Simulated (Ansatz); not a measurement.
SiF under changes of volume

One of the cells (13.890 Å³/atom); the others are scaled copies at fixed shape and fractional positions:

```
Si F
1.0
     3.02860    0.00000    0.00000
     0.00000    3.02860    0.00000
     0.00000    0.00000    3.02860
Si F
1 1
Direct
  0.50000 0.50000 0.50000
  0.00000 0.00000 0.00000
```

The cell was built by a generator and needn't be a form met in nature.

| Quantity | Value |
| --- | --- |
| Program | Ansatz 0.2.0 |
| Functional | PBE |
| Potentials or basis | PseudoDojo stringent (PBE files) |
| Cutoff | 1143 eV |
| Density cutoff | 4572 eV |
| k mesh | 9 × 9 × 9 |
| Occupations | fermi-dirac, width 0.05 eV |
| Spin | no spin polarisation |

```csv
volume (Å³/atom),energy over the lowest point (meV/atom),pressure (GPa)
13.056,13.07,5.3
13.334,5.60,3.4
13.612,1.36,1.6
13.890,0.00,0.1
14.168,1.20,-1.3
14.445,4.67,-2.6
14.723,?,?
```

Problem. What does the run at 14.723 Å³/atom give?

Solution. Energy over the lowest point 10.19 meV/atom; pressure -3.7 GPa.

Worked out: A Birch-Murnaghan fit of order 3 (a polynomial in V^(-2/3)) to the other rows has its minimum at 13.89 Å³/atom with B0 = V·E''(V) = 74 GPa and B' = 4.8. It gives 10.18 meV/atom at 14.723 Å³/atom, against the run's 10.19, and -dE/dV = -3.7 GPa, against -3.7.

Energies are extrapolated to zero smearing.

Caveats: an odd number of electrons without spin polarisation forces a metal; a magnetic or distorted state may lie lower.
